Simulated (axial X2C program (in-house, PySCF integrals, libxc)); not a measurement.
# GeF: properties at the nuclei

Aim: properties at the nuclei of GeF, with spin–orbit coupling in the Hamiltonian from the start.

The runs use an in-house X2C program for linear molecules on PySCF integrals; two-component X2C with atomic mean-field terms, Ge dyall-acv3z, F dyall-av3z.

All values are calculated.

## 1. Input

File task.json:

```json
{"zs": [32, 9], "q": 0, "bas": ["dyall-acv3z", "dyall-av3z"], "r0": 1.85, "levels": ["PBE0", "HF", "B3LYP"], "nst": 1, "ff": 1, "thr": -3.5, "nmax": 130, "opt": {"ecut": 60}}
```

Keys: zs atomic numbers; q charge; bas basis sets; r0 starting distance in Å; levels methods (HF also brings MP2); nst determinants followed; ff finite-field run; thr threshold in hartree for freezing inner shells (an s shell follows its p shell); nmax most natural virtual spinors; ecut virtual cutoff in hartree.

On the command line:

```bash
python soeom.py task.json out
```

Nuclei are Gaussian, cores are contracted, and the Gaunt term is on.

## 2. Expectation values, lowest determinant

R = 1.757 Å. State: Ω = 1/2 (excess of +ω over −ω: ω = 1/2).

Output of the PBE0 run:

```text
two-component X2C + atomic mean field  PBE0
basis functions 178  fitting functions 961  grid points 5075
iter        total energy     max residual
   1      -2197.813116333     5.54e-06
   2      -2197.813116334     2.13e-06
converged
one-electron -3233.62825049  Coulomb 1040.12804962  exact exchange -22.13713887  xc functional -68.18802907  nuclear repulsion 86.74048762  atomic mean-field constant -0.72823514
```

The highest occupied spinor is 83% Ge p, 9% F p, 3% Ge d.

| level | Eeff magnitude (GV/cm) | Ws magnitude Ge (kHz) | A∥/gI Ge (MHz) | qzz Ge (a.u.) | A∥/gI F (MHz) | qzz F (a.u.) | μ (D) |
| --- | --- | --- | --- | --- | --- | --- | --- |
| PBE0 | 0.111 | 0.11 | 1550 | -0.75 | 128 | 1.00 | -1.90 |
| HF | 0.366 | 0.324 | 1370 | -0.88 | 75.4 | 1.05 | -2.12 |
| B3LYP | 0.0217 | 0.0347 | 1500 | -0.69 | 130 | 0.96 | -1.96 |

Eeff is the effective electric field on the electron dipole moment in this Ω state and Ws the scalar–pseudoscalar constant (defined with the proton number Z and per Ω); A∥ is the parallel hyperfine constant, which follows by multiplying with the nuclear g factor gI = μI/(I μN); qzz is the electric field gradient, eQq0 = 234.96 MHz × Q/barn × qzz; μ is positive if F is the positive end. The operators were transformed with the bare-nucleus X2C matrices.

## 3. Finite-field coupled cluster

Output:

```text
two-component X2C + atomic mean field  HF
basis functions 178  fitting functions 961  grid points 5075
iter        total energy     max residual
   1      -2196.036503860     3.00e-01
   2      -2196.064199502     7.90e-03
   3      -2196.065219083     5.07e-03
   4      -2196.065507328     1.05e-03
   5      -2196.065554925     6.19e-04
   6      -2196.065566081     2.85e-04
   7      -2196.065569330     2.01e-04
   8      -2196.065570912     7.54e-05
   9      -2196.065571184     2.72e-05
  10      -2196.065571215     9.42e-06
  11      -2196.065571217     3.18e-06
  12      -2196.065571218     1.99e-06
converged
one-electron -3233.91207886  Coulomb 1040.54398151  exact exchange -88.70972635  xc functional 0.00000000  nuclear repulsion 86.74048762  atomic mean-field constant -0.72823514
correlated 21  virtual 295  natural virtual 130  E(MP2) -0.837141007  MP2 remainder -0.055958356
iter   CCSD correlation   residual
   1     -0.732347429   1.41e-01
   2     -0.748313428   6.12e-02
   3     -0.752368912   2.15e-02
   4     -0.751956073   7.97e-03
   5     -0.751941758   2.61e-03
   6     -0.751989967   9.74e-04
   7     -0.751985145   3.74e-04
   8     -0.751983204   1.23e-04
   9     -0.751987239   4.02e-05
  10     -0.751985931   1.36e-05
  11     -0.751986204   5.18e-06
  12     -0.751986060   2.90e-06
  13     -0.751986030   1.61e-06
  14     -0.751986040   7.29e-07
(T) -0.019653194  T1 0.0212  D1 0.0446  max T2 0.079
```

T1 in the output is the amplitude norm over the root of the electron number; divide by √2 for the Lee–Taylor value.

21 electrons correlated in 130 natural virtual spinors, MP2 remainder added; T1 = 0.015.

| level | Eeff magnitude (GV/cm) | Ws magnitude Ge (kHz) | A∥/gI Ge (MHz) | qzz Ge (a.u.) | A∥/gI F (MHz) | μ (D) |
| --- | --- | --- | --- | --- | --- | --- |
| HF | 0.366 | 0.324 | 1370 | -0.88 | 75.4 | -2.12 |
| MP2 | 0.0796 | 0.0549 | 1490 | -0.71 | 132 | -2.01 |
| CCSD | 0.00685 | 0.00829 | 1330 | -0.71 | 112 | -2.04 |
| CCSD(T) | 0.038 | 0.0181 | 1310 | -0.69 | 119 | -1.97 |

## 4. Results

| quantity | value |
| --- | --- |
| lowest determinant | Ω = 1/2 (excess of +ω over −ω: ω = 1/2) |
| Eeff magnitude (GV/cm), PBE0 | 0.111 |
| Ws magnitude Ge (kHz), PBE0 | 0.11 |
| A∥/gI Ge (MHz), PBE0 | 1550 |
| qzz Ge (a.u.), PBE0 | -0.75 |
| Eeff magnitude (GV/cm), CCSD(T) | 0.038 |
| Ws magnitude Ge (kHz), CCSD(T) | 0.0181 |
| A∥/gI Ge (MHz), CCSD(T) | 1310 |
| qzz Ge (a.u.), CCSD(T) | -0.69 |

In words: In the first state, the effective field runs from 0.0217 to 0.366 GV/cm over the mean-field levels, so the levels don't agree on it. The expectation values come from single determinants, which for open shells can mix terms of unlike spin or miss the lowest Ω, so a determinant need not be a state. Eeff is the effective electric field on the electron dipole moment in this Ω state and Ws the scalar–pseudoscalar constant (defined with the proton number Z and per Ω); A∥ is the parallel hyperfine constant, which follows by multiplying with the nuclear g factor gI = μI/(I μN); qzz is the electric field gradient, eQq0 = 234.96 MHz × Q/barn × qzz; μ is positive if F is the positive end. The operators were transformed with the bare-nucleus X2C matrices. Correlation of the inner shells is missing, which matters for properties at the nucleus.
